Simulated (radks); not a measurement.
# Ionisation of Co¹⁹⁺: one atom, several choices of exchange strength α

The task here is to estimate one member of a computed series from the others.

Program: radks (a radial shooting solver on a logarithmic mesh, Libxc functionals) version 1. Level of theory: Dirac Kohn-Sham, spin-unpolarised, spherical densities, point nucleus; open shells fill j = l - 1/2 first. These are calculated values, not measurements, unless marked.

### What is computed

- element: cobalt (Z = 27)
- charge: +19
- electrons: 8
- configuration: [He] 2s2 2p4
- ion: Co²⁰⁺, [He] 2s2 2p3
- choices: α = 0.624; α = 0.667; α = 0.803; α = 0.815; α = 0.864; α = 0.879; α = 0.988

Set-up of the first run:

Settings of this run:

```text
Z 27
configuration [He] 2s2 2p4
relativity Dirac
functional xalpha 0.624
spin unpolarised
j_filling energy
nucleus point
c 137.035999084
```

Among the steps run: α = 0.624: Co¹⁹⁺.

One of the session's tables, all rows but one given; the rest of the session is left out.

It belongs to the step «α = 0.624: Co¹⁹⁺». Radial moments (bohr):

```
level      <r>  outermost maximum (interpolated)  90 % within
1s1/2  0.05619                            0.0368        0.100
2s1/2   0.2450                             0.208        0.377
2p1/2        ?                                 ?            ?
2p3/2   0.2137                             0.167        0.346
```

**Question.** Estimate the row for 2p1/2.

**Answer.** <r>: 0.2109; outermost maximum (interpolated): 0.164; 90 % within: 0.343. In the column «<r>» it lies between 1s1/2 (0.05619) and 2p3/2 (0.2137).

Limits of these values: Spin polarisation and multiplet splitting are left out, so open shells lie too high by an amount that depends on their filling.
